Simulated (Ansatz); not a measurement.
# LiY3 (P1) in Ansatz: convergence with xc grid

Aim: find how far xc grid must go before the results for LiY3 settle, at r2SCAN. This setting moves, with any that are tied to it; all else stays.

Everything below comes from runs of Ansatz 0.2.0. Logs are shortened: lines on timing, memory, paths and dates and some standing lists are left out, and cuts for length are marked.

## (1) The cell of the first run

The typed cell holds 4 atoms: a = 6.291 Å, b = 6.291 Å, c = 6.291 Å, α = 135.79°, β = 135.79°, γ = 64.30°.

The cell comes from a database or a generator and needn't be the stable form of this composition.

The cell isn't the ideal one: atoms moved at random, drawn with an rms of 0.05 Å.

## (2) With xc grid 1

The input, input.yaml:

```yaml
crystal:
  lattice:
    - [-2.36719, 2.36719, 5.326643]
    - [2.36719, -2.36719, 5.326643]
    - [2.36719, 2.36719, -5.326643]
  atoms:
    - { symbol: "Y", position: [0.504245, 0.490303, -0.004219] }
    - { symbol: "Y", position: [0.23885, 0.741684, 0.481384] }
    - { symbol: "Y", position: [0.737589, 0.252366, 0.495228] }
    - { symbol: Li, position: [0.003792, 0.003602, 0.00736] }
hamiltonian:
  xc: r2scan
  pseudopotentials: { kind: paw }
kpoints:
  mp_grid: { grid: [5, 5, 6] }
scf:
  occupations: { method: methfessel_paxton, width: 0.05 }
output:
  forces: true
  stress: true
  eigenvalues: true
basis:
  xc_grid: 1
```

Potentials or basis: Ansatz PAW.

Started as:

```bash
> ansatz run input.yaml --threads 2 --pin off --max-ram 5632MiB --backend cpu --events-out ev --progress --plain --runs-dir out
```

Run time: 22 s. Hardware: 2 threads of Arm Neoverse V1, shared host; peak memory 0.52 GiB.

What came out:

```
Free energy            : -11783.3808 eV
Pressure               : 0.6 GPa
Largest force          : 0.226 eV/Å
Band gap on the k mesh : none (metal or under the smearing width)
```

## (3) With xc grid 2

Changes to input.yaml since step 2:

```diff
@@ -22,2 +22,2 @@
 basis:
-  xc_grid: 1
+  xc_grid: 2
```

Potentials or basis: Ansatz PAW.

Started as:

```bash
> ansatz run input.yaml --threads 2 --pin off --max-ram 5632MiB --backend cpu --events-out ev --progress --plain --runs-dir out
```

Wall time 22 s (2 threads of Arm Neoverse V1, shared host); peak memory 0.54 GiB.

Results:

| Item | Value |
| --- | --- |
| Free energy | -11783.3805 eV |
| Pressure | 0.6 GPa |
| Largest force | 0.227 eV/Å |
| Band gap on the k mesh | none (metal or under the smearing width) |

## (4) With xc grid 3

Changes to input.yaml since step 3:

```diff
@@ -22,2 +22,2 @@
 basis:
-  xc_grid: 2
+  xc_grid: 3
```

Started as:

```bash
> ansatz run input.yaml --threads 2 --pin off --max-ram 5632MiB --backend cpu --events-out ev --progress --plain --runs-dir out
```

Wall time 24 s (2 threads of Arm Neoverse V1, shared host); peak memory 0.63 GiB.

The run converged. Its results:

```yaml
Free_energy: -11783.3805 eV
Pressure: 0.6 GPa
Largest_force: 0.227 eV/Å
Band_gap_on_the_k_mesh: none (metal or under the smearing width)
```

## (5) With xc grid 4

Changes to input.yaml since step 4:

```diff
@@ -22,2 +22,2 @@
 basis:
-  xc_grid: 3
+  xc_grid: 4
```

Started as:

```bash
> ansatz run input.yaml --threads 2 --pin off --max-ram 5632MiB --backend cpu --events-out ev --progress --plain --runs-dir out
```

Run time: 27 s. Hardware: 2 threads of Arm Neoverse V1, shared host; peak memory 0.86 GiB.

Results (log left out):

```
Free energy            : -11783.3805 eV
Pressure               : 0.6 GPa
Largest force          : 0.227 eV/Å
Band gap on the k mesh : none (metal or under the smearing width)
```

## (6) With xc grid 5

Changes to input.yaml since step 5:

```diff
@@ -22,2 +22,2 @@
 basis:
-  xc_grid: 4
+  xc_grid: 5
```

Potentials or basis: Ansatz PAW.

Started as:

```bash
> ansatz run input.yaml --threads 2 --pin off --max-ram 5632MiB --backend cpu --events-out ev --progress --plain --runs-dir out
```

Standard output:

```text
Warning: RAYON_NUM_THREADS=2 ignored (pool sized by the plan → 2); use --threads N
Engine: ansatz 0.2.0, aarch64-unknown-linux-gnu
Pseudopotentials: kind: paw
Pseudopotential: Y, paw, valence charge 11, recommended cutoff 500 eV (meta_gga), Y.paw.azcp
Pseudopotential: Li, paw, valence charge 3, recommended cutoff 500 eV (meta_gga), Li.paw.azcp
Functional definition: r2SCAN
  parameter k0 = 0.174
  parameter k1 = 0.065
  parameter a1 = 4.9479
  exchange = r2scan_x(k0 = k0, k1 = k1, a1 = a1)
  correlation = r2scan_c
Crystal: 4 atoms, lattice volume = 119.393 Å³
Basis set: ecut = 500 eV, 3035 PW (Γ), exchange–correlation on 240×240×240 points (125 copies of the dense FFT grid, shifted against one another)
Bands: 22, of which v1, the nominal top of the filled ones, is band 18 counted from 1 (17 counted from 0)
Symmetry: 1 space group operations
Space group: P1 (ITA 1), of the structure as read, at distance tolerance 4.9e-5 Å
k-points: 76 of 150 (time reversal used)
Non-local potential: Y, projectors of the file, l = 0: 3, l = 1: 2, l = 2: 2, l = 3: 1
Non-local potential: Li, projectors of the file, l = 0: 3, l = 1: 2, l = 2: 1
PAW form: soft (Blöchl's): semilocal exchange-correlation on the pseudo side does not see the compensation charge
PAW frozen core: Y, regenerated for the run's functional (the file was generated under x = pbe(κ = 0.804, μ = 0.2195149727645171), c = pbe(β = 0.06672455060314922))
PAW one-centre angular grid: Y, 590 points (default); XC on 160 Gauss nodes
PAW one-centre angular grid: Li, 302 points (default); XC on 327 of its mesh's 2665 points in the sphere
Initial density: superposition of atomic densities (neutral atoms: chi_scale 0, normalization atom), corrected by the library's trained network
Initial wavefunctions: pseudopotential atomic-orbital guess
Functional: x = r2scan, c = r2scan; τ floored in thin density (d = 2e-4 eV/Å³)
SCF iter   1: F=—  HF=-11783.297289 eV  |F-HF|=—  |Δ(HF+E_count)|=         —  Δρ=5.74e-3  dr2=3.82e-2  dr2_τ=5.47e-3  ethr=1.77e-3  ⟨swp⟩=5.1  Hψ=7990  notcnv=0
preconditioner: auto → Kerker (q_TF=auto, 2.234 Å⁻¹)  [metal: Δε(μ)=0.019 eV  Ē_g=2.079 eV  σ=0.050 eV  W_gap=0.32  n_scr=30 (ndim 8)  ℏωp=10.7 eV  f_vac=0.000  D(μ)=3.87/eV (n_scr^D=32)]
SCF iter   2: F=—  HF=-11783.377125 eV  |F-HF|=—  |Δ(HF+E_count)|=   7.98e-2  S|Δr|=    0.00e0  Δρ=4.08e-3  dr2=2.11e-2  dr2_τ=2.91e-4  ethr=1.06e-4  ⟨swp⟩=2.0  Hψ=3584  notcnv=0
SCF iter   3: F=—  HF=-11783.379927 eV  |F-HF|=—  |Δ(HF+E_count)|=   2.80e-3  S|Δr|=    0.00e0  Δρ=6.79e-4  dr2=6.34e-4  dr2_τ=2.11e-4  ethr=5.87e-5  ⟨swp⟩=2.9  Hψ=3219  notcnv=0
SCF iter   4: F=—  HF=-11783.380510 eV  |F-HF|=—  |Δ(HF+E_count)|=   5.84e-4  S|Δr|=    0.00e0  Δρ=3.12e-4  dr2=1.49e-4  dr2_τ=3.86e-6  ethr=1.76e-6  ⟨swp⟩=3.0  Hψ=3062  notcnv=0
SCF iter   5: F=—  HF=-11783.380548 eV  |F-HF|=—  |Δ(HF+E_count)|=   3.77e-5  S|Δr|=    0.00e0  Δρ=7.43e-5  dr2=1.22e-5  dr2_τ=1.26e-6  ethr=4.15e-7  ⟨swp⟩=2.0  Hψ=2052  notcnv=0
SCF iter   6: F=—  HF=-11783.380517 eV  |F-HF|=—  |Δ(HF+E_count)|=   3.10e-5  S|Δr|=    0.00e0  Δρ=3.19e-5  dr2=2.45e-6  dr2_τ=3.69e-8  ethr=3.38e-8  ⟨swp⟩=2.0  Hψ=2045  notcnv=0
SCF iter   7: F=—  HF=-11783.380517 eV  |F-HF|=—  |Δ(HF+E_count)|=   7.43e-8  S|Δr|=    0.00e0  Δρ=8.36e-6  dr2=1.93e-7  dr2_τ=5.06e-9  ethr=6.80e-9  ⟨swp⟩=2.0  Hψ=2050  notcnv=0
SCF iter   8: F=-11783.380517 eV  HF=-11783.380517 eV  |F-HF|=2.84e-9  |Δ(HF+E_count)|=   1.20e-8  S|Δr|=    0.00e0  Δρ=2.72e-6  dr2=1.83e-8  dr2_τ=3.34e-10  ethr=2.78e-10  ⟨swp⟩=4.4  Hψ=5340  notcnv=0
SCF 1 converged in 8 iterations: F = -11783.380517 eV  dr2 = 1.83e-8
SCF converged after 8 iterations
Stability not checked: this state was not tested for a lower state beside it, because cold or Methfessel-Paxton smearing, or corrected tetrahedra, fill the levels in a way that the test cannot read (fill_not_monotonic; see scf.lower_state_search)
Free energy (F): -11783.380517 eV
Harris-Foulkes:  -11783.380517 eV  (|F-HF|=2.84e-9)
Internal energy: -11783.381043 eV  (E = F + TS)
E sigma→0 (E₀):  -11783.380649 eV
Entropy (-TS):   0.000526 eV (0.132 meV/atom)
Fermi energy:    7.921048 eV
--- Per-component energies (eV) ---
  E_band       = -515.206441
  E_kinetic    = 933.433688
  E_local      = -2131.009696  (includes V_loc(G=0)·N_el)
  E_nonlocal   = 116.940202
  E_hartree    = 684.982469
  E_xc         = -511.335133
  E_vxc        = -677.023566  (∫ρ·V_xc dr)
  E_paw        = -8546.915822  (= ΣΔE_a)
  E_vpaw       = -164.848436  (= ΣTr[D̂ρ^β])
  E_aug_tail   = -0.000092  (compensation charges beyond the density's cutoff)
  E_vtau       = 37.337513  (kinetic-family band-sum trace: ∫τ·v_τ [+ j·A + Jᵃ·Aᵃ] dr)
  E_ewald      = -2329.014801
  E_core_change = -0.461860  (= ΣΔE_core)
  E_smearing   = 0.000526  (= −TS)
  E_closure    = -0.000000  (closes the sum)
  Σ components = -11783.380517   (vs F -11783.380517, Δ=0.00e0)
--- Forces (eV/Å), atoms counted from 1 ---
  atom   1  Y      0.08020278    -0.04062310    -0.06163471
  atom   2  Y      0.21018963     0.08380556     0.01100913
  atom   3  Y     -0.21136877     0.03113113     0.06896377
  atom   4  Li    -0.07902438    -0.07431040    -0.01833716
  max |Σ_I F_I| component: 3.20e-6 eV/Å
--- Stress (GPa, compression-positive) ---
        0.146956      -0.012145      -0.172500
       -0.012145      -0.018681       0.029194
       -0.172500       0.029194       1.673688
  P = ⅓ Tr σ = 0.6007 GPa (6.007 kbar)
--- Band table (eV; the first three rows and the last of 76) ---
  k-point 0: bands = ["-39.2567", "-36.5159", "-36.4145", "-36.3259", "-16.0146", "-15.9967", "-15.9869", "-15.8682", "-15.8636", "-15.6154", "-15.5214", "-15.5013", "-15.4949", "3.1563", "6.5038", "6.5408", "7.7965", "8.0724", "8.1059", "8.4824", "8.9640", "9.2036"]
  k-point 1: bands = ["-39.2566", "-36.5111", "-36.4062", "-36.3386", "-16.0662", "-15.9185", "-15.8965", "-15.8803", "-15.8666", "-15.6482", "-15.6008", "-15.5320", "-15.4856", "3.6484", "6.8746", "6.9287", "7.4078", "7.9833", "8.0892", "8.4852", "8.5210", "9.0635"]
  k-point 2: bands = ["-39.2566", "-36.5034", "-36.3876", "-36.3637", "-16.1323", "-15.9636", "-15.9473", "-15.8583", "-15.8043", "-15.6053", "-15.5855", "-15.5750", "-15.4654", "4.9355", "6.5044", "7.2398", "7.7246", "7.7718", "8.0278", "8.0695", "8.1463", "9.0047"]
  k-point 75: bands = ["-39.2566", "-36.5040", "-36.3905", "-36.3606", "-16.1030", "-15.9420", "-15.9305", "-15.8452", "-15.7965", "-15.6503", "-15.5925", "-15.5734", "-15.4991", "4.7490", "6.5777", "7.1287", "7.4654", "7.8112", "7.9588", "8.1840", "8.4456", "9.0975"]
```

Wall time 33 s (2 threads of Arm Neoverse V1, shared host); peak memory 1.3 GiB.

Results:

* Free energy: -11783.3805 eV
* Pressure: 0.6 GPa
* Largest force: 0.227 eV/Å
* Band gap on the k mesh: none (metal or under the smearing width)

## (7) Summary

```
xc grid  energy less the tightest run, at zero smearing (meV/atom)  SCF cycles  CPU time (s)  peak memory (GiB)
      1                                                      -0.06           8            42               0.52
      2                                                       0.00           8            43               0.54
      3                                                       0.00           8            47               0.63
      4                                                       0.00           8            53               0.86
      5                                                       0.00           8            64                1.3
```

Against the tightest run, the energy stays within 1 meV/atom from 1 on. The tightest run that finished is the yardstick and may itself not be fully converged.

Caveats: the PAW data sets come from PBE, with cores solved anew for the run's functional, which leaves a small shift of forces and pressure.
